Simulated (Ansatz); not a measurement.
# Mg3CdTe4: the cell at several levels of theory

Aim: relax Mg3CdTe4, ordered on the rocksalt lattice (Cmmm) with 8 atoms a cell with PBE and r2SCAN and see how far the functionals disagree on the cell. This is a trial cell built on a prototype, not taken from a measured structure, and it needn't be the compound's ground state.

The runs shown are made with Ansatz 0.2.0. PAW datasets, plane waves, zero pressure. Spin-unpolarised throughout. Whether this structure exists isn't addressed.

## Step 1: The system as given

The symmetry is Cmmm (No. 65, orthorhombic); a = 8.277 Å, b = 11.706 Å, c = 4.139 Å in the conventional setting, 25.06 Å³ an atom. Mg has 6 Te at 2.93 Å; Cd has 6 Te at 2.93 Å; Te has 5 Mg at 2.93 Å and 1 Cd at 2.93 Å; Te has 4 Mg at 2.93 Å and 2 Cd at 2.93 Å.

Coordinates:

```cif
data_structure
_symmetry_space_group_name_H-M 'P 1'
_symmetry_Int_Tables_number 1
_cell_length_a 7.1682
_cell_length_b 7.1682
_cell_length_c 4.1385
_cell_angle_alpha 90.000
_cell_angle_beta 90.000
_cell_angle_gamma 109.471
_cell_volume 200.49
loop_
_atom_site_label
_atom_site_type_symbol
_atom_site_fract_x
_atom_site_fract_y
_atom_site_fract_z
_atom_site_occupancy
Mg1 Mg 0.00000 0.00000 0.00000 1
Mg2 Mg 0.50000 0.00000 0.50000 1
Mg3 Mg 0.00000 0.50000 0.50000 1
Cd1 Cd 0.50000 0.50000 0.00000 1
Te1 Te 0.75000 0.25000 0.00000 1
Te2 Te 0.25000 0.25000 0.50000 1
Te3 Te 0.75000 0.75000 0.50000 1
Te4 Te 0.25000 0.75000 0.00000 1
```

## Step 2: Relaxation with PBE

The input, input.yaml:

```yaml
crystal:
  lattice:
    - [4.1385496192, -5.852793, 0.0]
    - [4.1385496192, 5.852793, 0.0]
    - [0.0, 0.0, 4.1385496192]
  atoms:
    - { symbol: Mg, position: [0.0, 0.0, 0.0] }
    - { symbol: Mg, position: [0.5, 0.0, 0.5] }
    - { symbol: Mg, position: [0.0, 0.5, 0.5] }
    - { symbol: Cd, position: [0.5, 0.5, 0.0] }
    - { symbol: Te, position: [0.75, 0.25, 0.0] }
    - { symbol: Te, position: [0.25, 0.25, 0.5] }
    - { symbol: Te, position: [0.75, 0.75, 0.5] }
    - { symbol: Te, position: [0.25, 0.75, 0.0] }
kpoints:
  mp_grid: { grid: [4, 4, 6] }
hamiltonian:
  xc: pbe
scf:
  occupations: { method: fermi_dirac, width: 0.02 }
relax:
  f_tol: 0.005
  cell: {}
output:
  write_density: true
  write_potential: true
  elf: true
  volumetric_format: npy
```

Launch:

```sh
ansatz run input.yaml --threads 4 --pin off --max-ram 5529MiB --backend cpu --events-out ev --progress --plain --runs-dir out
```

Further steps of the session: Relaxing with r2SCAN.

Q: Predict the outcome of this session. Wanted: for each run, a; b; c; volume; space group; SCF geometries.

The runs gave:

```
 level  a (Å)   b (Å)  c (Å)  volume (Å³/atom)  space group  SCF geometries
   PBE  8.512  12.033  4.262            27.282         Cmmm               6
r2SCAN  8.468  11.980  4.237            26.864         Cmmm               5
```

**Reading.** From the start to the first minimum the volume moved by +8.9 %. The volume runs from r2SCAN (least) to PBE (most), a spread of 1.6 %, or 0.5 % in length if all axes shared it alike.
